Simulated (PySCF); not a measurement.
# C₆H₈FN: magnetic properties

What do calculations give for the magnetic properties of C₆H₈FN (`C=CC[C@@H](C#N)CF`)?

Programs: PySCF 2.14.0, with routines of our own; each step states its level. All values are computed. Atoms count from 0.

### 1 The system as given

16 atoms, charge 0, multiplicity 1; geometry from: GFN2-xTB.

### 2 Magnetic properties: GIAO BHandHLYP/pcSseg-1

The job: settings as JSON, then the geometry in Å.

```
{"job": {"kind": "mag", "xc": "BHandHLYP", "basis": "pcSseg-1", "isotopologues": 2}, "charge": 0, "multiplicity": 1}
C      2.252221     0.954352     0.321884
C      1.573413    -0.086396    -0.121735
C      0.361548    -0.653009     0.549100
C     -0.860962    -0.626721    -0.390440
C     -1.961240    -1.334574     0.225749
N     -2.820869    -1.884636     0.739017
C     -1.273711     0.815987    -0.705980
F     -2.155536     0.844400    -1.753293
H      1.970030     1.472528     1.223741
H      3.122769     1.326690    -0.189603
H      1.878377    -0.592904    -1.028366
H      0.556449    -1.692363     0.828725
H      0.133930    -0.093285     1.458712
H     -0.615334    -1.131590    -1.333363
H     -1.770536     1.288915     0.148093
H     -0.398150     1.401550    -1.007452
```

With the program's defaults for keys left out, this is: GIAO BHandHLYP/pcSseg-1 magnetisability, rotational g tensor and spin-rotation constants, non-relativistic, gas phase.

Command:

```bash
OMP_NUM_THREADS=1 python excited_run.py task.json out
```

One launch serves the whole session: the jobs run in the order shown.

Log:

```text
coarse grid: 13624 points
cycle   1  E = -387.5922687380  dE =  1.210e+00  |g| = 6.707e-01  |ddm| = 3.518e+00
cycle   2  E = -387.5139989813  dE =  7.827e-02  |g| = 9.597e-01  |ddm| = 1.195e+00
cycle   3  E = -387.6918017683  dE = -1.778e-01  |g| = 1.179e-01  |ddm| = 7.613e-01
cycle   4  E = -387.6939113803  dE = -2.110e-03  |g| = 7.084e-02  |ddm| = 1.085e-01
cycle   5  E = -387.6948309730  dE = -9.196e-04  |g| = 8.561e-03  |ddm| = 5.448e-02
cycle   6  E = -387.6948459864  dE = -1.501e-05  |g| = 2.605e-03  |ddm| = 9.707e-03
cycle   7  E = -387.6948476253  dE = -1.639e-06  |g| = 6.686e-04  |ddm| = 2.702e-03
final grid: 132824 points
cycle   8  E = -387.7407137153  dE = -2.017e-05  |g| = 3.736e-03  |ddm| = 1.635e-02
cycle   9  E = -387.7407139061  dE = -1.909e-07  |g| = 3.847e-03  |ddm| = 5.422e-03
cycle  10  E = -387.7407167102  dE = -2.804e-06  |g| = 6.356e-04  |ddm| = 2.826e-03
cycle  11  E = -387.7407167810  dE = -7.084e-08  |g| = 2.919e-04  |ddm| = 5.898e-04
cycle  12  E = -387.7407167969  dE = -1.582e-08  |g| = 8.667e-05  |ddm| = 2.514e-04
cycle  13  E = -387.7407167984  dE = -1.528e-09  |g| = 1.474e-05  |ddm| = 6.210e-05
cycle  14  E = -387.7407167984  dE = -4.570e-11  |g| = 5.264e-06  |ddm| = 1.819e-05
converged SCF energy = -387.7407167984

Magnetisability tensor (1e-30 J/T^2)
    -1207.19      -20.19      -54.77
      -20.19    -1110.58       88.23
      -54.77       88.23    -1117.56
isotropic -1145.11   principal values   -1238.27  -1185.62  -1011.43
isotropic susceptibility -68.960 1e-6 cm^3/mol

Inertial axes            a          b          c
rot. const./GHz      2.8416     1.3158     0.9624
chi total           -73.176    -72.719    -60.985
chi diamagnetic    -497.213   -992.379  -1291.226
chi paramagnetic    424.037    919.660   1230.241
quadrupole/D A       -7.998     -3.887     11.885
g nuclear            0.5467     0.5577     0.5389
g electronic        -0.5661    -0.5685    -0.5562
g total             -0.0194    -0.0108    -0.0174

Spin-rotation constants (kHz, H = +C I.J)
atom  isotope        aa         bb         cc
  5    14N        0.266      0.224      0.211
  7    19F        1.526      0.178      0.121
  8     1H       -0.298     -0.150      0.082
  9     1H        0.061     -0.098     -0.076
 10     1H       -0.299     -0.145      0.086
 11     1H       -0.304      0.018     -0.086
 12     1H       -0.319     -0.154      0.032
 13     1H       -0.330     -0.144      0.031
 14     1H       -0.287     -0.135      0.052
 15     1H        0.045     -0.077     -0.097
  0    13C*       0.891      0.259      0.394
  1    13C*       0.967      0.272      0.438
  2    13C*       0.451      0.231      0.175
  3    13C*       0.469      0.209      0.151
  4    13C*       0.433      0.432      0.428
  6    13C*       0.664      0.312      0.247
* in the singly substituted isotopologue

Isotopologues: g along a, b, c
2H    at 8,9,10,11,12,1    -0.0175    -0.0101    -0.0164
13C   at 0                 -0.0194    -0.0106    -0.0171
```

Wall time 29 s (1 thread of Arm Neoverse V2, shared host); peak memory 0.87 GiB.

From this job:

```csv
quantity,value
magnetisability,-1145·10⁻³⁰ J/T²
molar susceptibility,-69.0·10⁻⁶ cm³/mol
"rotational g (a, b, c)","-0.0194, -0.0108, -0.0174"
```

### 3 Magnetic properties: common gauge origin B97-D/MINI in tetrahydrofuran

The job, as its differences from that of step 2:

```diff
@@ -1,2 +1,2 @@
-{"job": {"kind": "mag", "xc": "BHandHLYP", "basis": "pcSseg-1", "isotopologues": 2}, "charge": 0, "multiplicity": 1}
+{"job": {"kind": "mag", "xc": "B97-D", "basis": "MINI", "gauge": [0, 0, 0], "solvent": "tetrahydrofuran"}, "charge": 0, "multiplicity": 1}
 C      2.252221     0.954352     0.321884
```

With the program's defaults for keys left out, this is: common gauge origin B97-D/MINI magnetisability, non-relativistic, IEF-PCM tetrahydrofuran.

Log:

```text
coarse grid: 13624 points
cycle   1  E = -384.5715881416  dE =  1.136e+00  |g| = 4.660e-01  |ddm| = 6.220e+00
cycle   2  E = -384.2834716913  dE =  2.881e-01  |g| = 1.072e+00  |ddm| = 2.121e+00
cycle   3  E = -384.6390721403  dE = -3.556e-01  |g| = 1.467e-01  |ddm| = 1.495e+00
cycle   4  E = -384.6459626346  dE = -6.890e-03  |g| = 1.591e-02  |ddm| = 2.220e-01
cycle   5  E = -384.6460253374  dE = -6.270e-05  |g| = 8.333e-03  |ddm| = 4.006e-02
cycle   6  E = -384.6460448837  dE = -1.955e-05  |g| = 3.323e-03  |ddm| = 1.639e-02
cycle   7  E = -384.6460486000  dE = -3.716e-06  |g| = 6.870e-04  |ddm| = 5.828e-03
final grid: 132824 points
cycle   8  E = -384.6965034619  dE = -8.640e-06  |g| = 2.909e-03  |ddm| = 1.557e-02
cycle   9  E = -384.6965019528  dE =  1.509e-06  |g| = 3.637e-03  |ddm| = 1.060e-02
cycle  10  E = -384.6965060476  dE = -4.095e-06  |g| = 9.808e-04  |ddm| = 6.097e-03
cycle  11  E = -384.6965063314  dE = -2.838e-07  |g| = 1.998e-04  |ddm| = 1.370e-03
cycle  12  E = -384.6965063431  dE = -1.169e-08  |g| = 5.997e-05  |ddm| = 3.407e-04
cycle  13  E = -384.6965063442  dE = -1.069e-09  |g| = 2.310e-05  |ddm| = 1.196e-04
cycle  14  E = -384.6965063444  dE = -1.861e-10  |g| = 1.602e-06  |ddm| = 3.709e-05
converged SCF energy = -384.6965063444

Magnetisability tensor (1e-30 J/T^2)
    -8051.88     2386.16     1694.71
     2386.16   -14262.34    -2577.29
     1694.71    -2577.29   -16007.68
isotropic -12773.97   principal values  -18593.01 -12565.81  -7163.08
isotropic susceptibility -769.266 1e-6 cm^3/mol

Inertial axes            a          b          c
rot. const./GHz      2.8416     1.3158     0.9624
chi total          -431.402   -756.896  -1119.501
chi diamagnetic    -507.319  -1002.964  -1301.187
chi paramagnetic     75.917    246.068    181.686
quadrupole/D A       -8.187     -3.262     11.450
```

Wall time 3.5 s (1 thread of Arm Neoverse V2, shared host); peak memory 0.46 GiB.

It converged, yet the result is unsound: a common gauge origin replaces GIAOs, so the magnetic properties depend on where the origin lies; the basis MINI is minimal.

### 4 Summary of results

```
                                                quantity                               value
       magnetisability (step 2, GIAO BHandHLYP/pcSseg-1)                    -1145·10⁻³⁰ J/T²
  molar susceptibility (step 2, GIAO BHandHLYP/pcSseg-1)                  -69.0·10⁻⁶ cm³/mol
rotational g (a, b, c) (step 2, GIAO BHandHLYP/pcSseg-1)           -0.0194, -0.0108, -0.0174
                                                    runs  0 failed, 1 ended on unsound input
```

What this shows: The values above hold for this geometry and these levels alone. Vibrational averaging and real surroundings are missing from these values.
